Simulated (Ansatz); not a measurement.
# ScH3O3: how energies converge with the basis set

How large a basis does ScH3O3 need? Two functionals are run in growing sets.

Method: one geometry, several basis sets; program: Ansatz 0.2.0, Gaussian basis.

Levels to be run: PBE0-D4/def2-SVP; ωB97M-V/def2-SVP; PBE0-D4/def2-QZVPP; ωB97M-V/def2-QZVPP; the functionals' def2-TZVPP values are taken from earlier runs.

## 1. The relaxed structure

An earlier PBE0-D4 in a triple-zeta def2 set relaxation fixed the geometry.

SMILES `[OH][Sc]([OH])[OH]`, 7 atoms, charge 0, spin multiplicity 1.

Atoms are counted from 1 here; the program's logs count them from 0.

Bond lengths: O1–Sc2 1.872 Å, O1–H5 0.952 Å, Sc2–O3 1.872 Å, Sc2–O4 1.872 Å, O3–H6 0.952 Å, O4–H7 0.952 Å. Angles: Sc2–O1–H5 166.2°, O1–Sc2–O3 120.0°, O1–Sc2–O4 120.0°, O3–Sc2–O4 120.0°, Sc2–O3–H6 166.3°, Sc2–O4–H7 166.2°.

Coordinates:

```mol
H3O3Sc
  3D, bonds by distance, orders not assigned

  7  6  0  0  0  0  0  0  0  0999 V2000
   -1.5471    1.0394    0.1759 O   0  0
    0.0000   -0.0001   -0.0001 Sc  0  0
    1.1078   -0.2869    1.4816 O   0  0
    0.4390   -0.7523   -1.6573 O   0  0
   -2.3578    1.5201    0.0428 H   0  0
    1.5165   -0.3036    2.3411 H   0  0
    0.8416   -1.2166   -2.3842 H   0  0
  1  2  8  0
  2  3  8  0
  2  4  8  0
  1  5  8  0
  3  6  8  0
  4  7  8  0
M  END
```

## 2. PBE0-D4 in def2-SVP

Contents of in.yaml:

```yaml
crystal:
  periodic: [false, false, false]
  atoms:
    - {symbol: O, position_ang: [-1.547090, 1.039450, 0.175948]}
    - {symbol: Sc, position_ang: [0.000039, -0.000053, -0.000070]}
    - {symbol: O, position_ang: [1.107824, -0.286941, 1.481638]}
    - {symbol: O, position_ang: [0.438972, -0.752320, -1.657275]}
    - {symbol: H, position_ang: [-2.357783, 1.520066, 0.042770]}
    - {symbol: H, position_ang: [1.516489, -0.303611, 2.341140]}
    - {symbol: H, position_ang: [0.841550, -1.216591, -2.384162]}
basis:
  gaussian: {orbitals: def2-SVP}
hamiltonian: {xc: pbe0, dispersion: d4}
output: {orbitals: {seedname: orbitals}}
```

After this run come: ωB97M-V in def2-SVP; PBE0-D4 in def2-QZVPP; ωB97M-V in def2-QZVPP.

Before running them: what should the planned runs give, taken together? Wanted: PBE0-D4: double and triple zeta above quadruple; ωB97M-V: double and triple zeta above quadruple.

**Answer**, as computed:

```
                                       quantity           value
PBE0-D4: double and triple zeta above quadruple  11.38, 0.75 eV
ωB97M-V: double and triple zeta above quadruple  11.51, 0.70 eV
```

**Reading.** PBE0-D4 gains 10.63 eV from double to triple zeta, then 0.75 eV more. These are total energies; as a rule much of such shifts cancels in differences, which this series doesn't test.
